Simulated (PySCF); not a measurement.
**[PrF4]−: other functionals and bases at one geometry**

One table from this session's results is given with a row withheld; the runs are named, their logs left out.

Program: PySCF 2.14.0. Level of theory: several levels, as the steps say, no spin–orbit coupling. These are calculated values, not measurements.

1 further run of the same task is left out (for a known fault of the program).

### Starting geometry

5 atoms, charge -1, spin multiplicity 1.

Bond lengths: Pr1–F2 2.161 Å, Pr1–F3 2.161 Å, Pr1–F4 2.161 Å, Pr1–F5 2.161 Å. Angles: F2–Pr1–F3 109.5°, F2–Pr1–F4 109.5°, F2–Pr1–F5 109.5°, F3–Pr1–F4 109.5°, F3–Pr1–F5 109.5°, F4–Pr1–F5 109.5°.

Coordinates:

```xyz
5

Pr    0.00000    0.00000    0.00000
F     1.24746    1.24746    1.24746
F    -1.24746   -1.24746    1.24746
F     1.24746   -1.24746   -1.24746
F    -1.24746    1.24746   -1.24746
```

Formal oxidation states: Pr +3. Each metal's 2 4f electrons lie in its core potential, so multiplicities, spins and levels count the valence alone. An earlier session relaxed this geometry at PBE0, Pr lcecp-1-SVP with ECP48, F def2-SVP (singlet, point group Td).

At PBE0 on the finer grid: E = -431.944970 Eh, HOMO -4.67 eV, LUMO 3.60 eV, Mulliken charge on Pr1 +1.10 e, largest force component 0.001 eV/Å. 

Levels to run: B3LYP; revPBE; PBE0, TZVP. Hardware: 2 threads of Arm Neoverse V2, shared host.

The first run:

The input, run.py (the lines that set the calculation):

```python
mol = gto.M(atom='''
Pr     0.00000     0.00000     0.00000
F      1.24746     1.24746     1.24746
F     -1.24746    -1.24746     1.24746
F      1.24746    -1.24746    -1.24746
F     -1.24746     1.24746    -1.24746''',
    basis={'Pr': 'lcecp-1-SVP', 'F': 'def2-SVP'},
    ecp={'Pr': 'lcecp-1-SVP'},
    charge=-1, spin=0)
mf = dft.RKS(mol, xc='B3LYP')
mf.grids.atom_grid = (75, 302)  # f atoms: unpruned, at least (60, 302)
mf = mf.density_fit()  # fitting sets: Pr AutoAux, F def2-universal-JKFIT
mf.conv_tol = 1e-08; mf.max_cycle = 55
mf.kernel(dm0)  # dm0: the density of the relaxed state
```

Launch:

```console
$ OMP_NUM_THREADS=2 python run.py
```

Among the steps run: B3LYP; revPBE; PBE0, TZVP.

One table of the session follows, with a row left open; its other results are not shown here.

| level | HOMO (eV) | gap (eV) | charge on Pr1 (e) | largest force component (eV/Å) |
| --- | --- | --- | --- | --- |
| PBE0 (relaxed here) | -4.67 | 8.27 | 1.10 | 0.00 |
| B3LYP | -4.34 | 7.65 | 1.03 | 0.11 |
| revPBE | -2.64 | 5.70 | 0.85 | 0.20 |
| PBE0, TZVP | ? | ? | ? | ? |

Estimate the missing values for PBE0, TZVP.

**Answer.** HOMO (eV): -5.05; gap (eV): 8.53; charge on Pr1 (e): 1.57; largest force component (eV/Å): 0.15. In the column «HOMO (eV)» it is the lowest.

In one basis the HOMO–LUMO gap runs from 5.70 eV (revPBE) to 8.27 eV (PBE0). The largest leftover force, 0.20 eV/Å with revPBE, stands at a geometry relaxed at another level. With 4f in the core, its levels are missing from HOMO and gap, and its count is fixed, so no charge can pass from the ligands into it. Total energies of different levels can't be compared.
